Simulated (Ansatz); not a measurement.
**AsH₄− (singlet): the correlation ladder, aug-cc-pVTZ**

One table from this session's results is given with a row withheld; the runs are named, their logs left out.

Method: aug-cc-pVTZ, core rule «outside noble gas», up to 14 orbitals frozen; program: Ansatz 0.2.0, Gaussian basis.

The runs, in order: UHF; CCSD(T) on RHF; CCSD(T) on UHF; BCCD(T) on RHF; CCSDT(Q) on RHF; CCSDT(Q) on UHF; CASSCF and NEVPT2, 10 electrons in 8 orbitals.

4 further runs of the same task are left out: 4 set aside as unsound or not needed.

### The system

The geometry is a PBE0/def2-TZVPD stationary point (not a proven minimum) of the parent state, kept for this charge and spin. No spin-orbit coupling is included. The filled d shell of As may be among the frozen orbitals whatever the setting's name suggests; the logs give the count.

5 atoms, charge -1, spin multiplicity 1.

Atoms are counted from 1 here; the program's logs count them from 0.

Bond lengths: As1–H2 1.669 Å, As1–H3 1.669 Å, As1–H4 1.669 Å, As1–H5 1.669 Å. Angles: H2–As1–H3 93.8°, H2–As1–H4 93.8°, H2–As1–H5 150.3°, H3–As1–H4 150.3°, H3–As1–H5 93.8°, H4–As1–H5 93.8°.

As a file:

```
As    0.0000    0.0000    0.0000
H     0.2704    0.9808    1.3228
H    -0.9575   -1.0699    0.8505
H     0.1570    1.2484   -1.0963
H     0.5302   -1.1593   -1.0770
```

The first run:

The input, in.yaml:

```yaml
crystal:
  periodic: [false, false, false]
  atoms:
    - {symbol: As, position_ang: [0.000000, 0.000000, 0.000000]}
    - {symbol: H, position_ang: [0.270354, 0.980803, 1.322816]}
    - {symbol: H, position_ang: [-0.957546, -1.069929, 0.850450]}
    - {symbol: H, position_ang: [0.157024, 1.248386, -1.096259]}
    - {symbol: H, position_ang: [0.530168, -1.159260, -1.077008]}
basis:
  gaussian: {orbitals: aug-cc-pVTZ}
total_charge: -1
magnetization: {spin_polarized: true, initial_magnetization: 0}
hamiltonian: {xc: hf}
output: {orbitals: {seedname: orbitals}}
```

Run with:

```
$ ansatz run in.yaml --threads 1 --pin off --events-out ev --progress --plain --max-ram 4096MiB --backend cpu
```

Among the steps run: UHF; CCSD(T) on RHF; CCSD(T) on UHF; BCCD(T) on RHF; CCSDT(Q) on RHF; CCSDT(Q) on UHF; CASSCF and NEVPT2, 10 electrons in 8 orbitals.

One table of the session follows, with a row left open; its other results are not shown here.

```
        method  from RCCSDT(Q) (meV)
           RHF               +7203.6
           UHF               +6711.2
          RMP2               +1271.8
          UMP2               +1358.6
         RCCSD                +406.7
         UCCSD                +422.7
      RCCSD(T)                 +78.4
      UCCSD(T)                +131.3
       BCCD(T)                 +77.4
        RCCSDT                 +27.6
        UCCSDT                 +51.0
     RCCSDT(Q)                     0
     UCCSDT(Q)                     ?
CASSCF valence               +5418.5
NEVPT2 valence               +1261.5
```

Q: Estimate the row for UCCSDT(Q) from the others.

The run gave: from RCCSDT(Q) (meV): +15.5. In the column «from RCCSDT(Q) (meV)» it lies between RCCSDT(Q) (0) and RCCSDT (+27.6).

Limits of these values: The determinant is far from a pure spin state, so its energy mixes those of several spin states (harmless only where they are near-degenerate, as at dissociation). Restricted and unrestricted rows rest on different reference determinants; where their highest levels disagree by more than a few hundredths of an eV, they describe different states and don't form one ladder.
